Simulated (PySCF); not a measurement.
**SrGa with other numerical set-ups**

The method stays; parts of the set-up, such as the basis or the Hamiltonian, are changed.

Computed with PySCF 2.14.0. Level: each script names its method and basis.

6 further runs of the same task are left out: 1 for a known fault of the program, 5 that didn't finish.

## 1. Where the work starts

SrGa: 2 atoms, charge 0, spin multiplicity 2.

Bond lengths: Sr1–Ga2 2.915 Å.

## 2. The base run

Contents of input.py:

```python
from pyscf import gto, scf, mp

mol = gto.M(
    atom='Sr 0 0 0; Ga 0 0 2.915',
    basis='lanl2dz',
    ecp={'Sr': 'lanl2dz', 'Ga': 'lanl2dz'},
    charge=0,
    spin=1,
    verbose=4,
)
mf = scf.UHF(mol)
mf.kernel()
mp.MP2(mf).kernel()
mf.dip_moment()
print('orbital energies (hartree):', [e[max(0, n-3):n+3].round(4) for e, n in zip(mf.mo_energy, mol.nelec)])
```

On the command line:

```sh
> python input.py
```

Its log is not repeated here.

Base result: E(SCF) = -31.906605 Eh, E(MP2) − E(SCF) = -0.03630 Eh, ⟨S²⟩ = 0.767, μ = 8.80 D (of the SCF density).

The bond length is a typed value, not an optimised one.

## 3. Ano-rcc-vdzp (core potential off, X2C on)

Variant 1 changes basis set: lanl2dz → ano-rcc-vdzp; core potential: on → off; spin-free X2C: off → on. The core potential changes with it: totals don't compare.

Contents of input.py:

```python
from pyscf import gto, scf, mp

mol = gto.M(
    atom='Sr 0 0 0; Ga 0 0 2.915',
    basis='ano-rcc-vdzp',
    charge=0,
    spin=1,
    verbose=4,
)
mf = scf.UHF(mol)
mf = mf.sfx2c1e()
mf.kernel()
mp.MP2(mf).kernel()
mf.dip_moment()
print('orbital energies (hartree):', [e[max(0, n-3):n+3].round(4) for e, n in zip(mf.mo_energy, mol.nelec)])
```

On the command line:

```sh
> python input.py
```

## 4. Cartesian functions on

Variant 2 changes Cartesian functions: off → on.

input.py, as its differences from that of step 2:

```diff
@@ -8,2 +8,3 @@
     spin=1,
+    cart=True,
     verbose=4,
```

## 5. Density fitting def2-universal-jkfit

Variant 3 changes density fitting: none → def2-universal-jkfit.

input.py, as its differences from that of step 2:

```diff
@@ -11,2 +11,3 @@
 mf = scf.UHF(mol)
+mf = mf.density_fit(auxbasis='def2-universal-jkfit')
 mf.kernel()
```

**Question.** What will these runs give? Wanted: for each run, E(SCF); from base; gap, α spin; SCF dipole; after the SCF.

**Answer**, as computed:

| run | E(SCF) (hartree) | from base (eV) | cycles | gap, α spin (eV) | SCF dipole (D) | functions | after the SCF |
| --- | --- | --- | --- | --- | --- | --- | --- |
| base | -31.906605 | 0 | 19 | 1.75 | 8.80 | 20 | MP2 correlation -0.988 eV |
| ano-rcc-vdzp (core potential off, X2C on) | -5119.422753 | not comparable | 15 | 5.07 | 1.00 | 58 | MP2 correlation -13.308 eV |
| Cartesian functions on | -31.906605 | 0.0000 | 19 | 1.75 | 8.80 | 20 | MP2 correlation -0.988 eV |
| density fitting def2-universal-jkfit | -31.906582 | not comparable | 19 | 1.75 | 8.80 | 20 | MP2 correlation -0.987 eV |

**Reading.** The SCF energy stays the same, to the digits that matter, with Cartesian functions on. The basis has no d shells, so the Cartesian switch can't act. The dearest run is “ano-rcc-vdzp (core potential off, X2C on)”, at 13 s against 1.5 s. Rows marked «poor choice» come from settings spoiled on purpose.
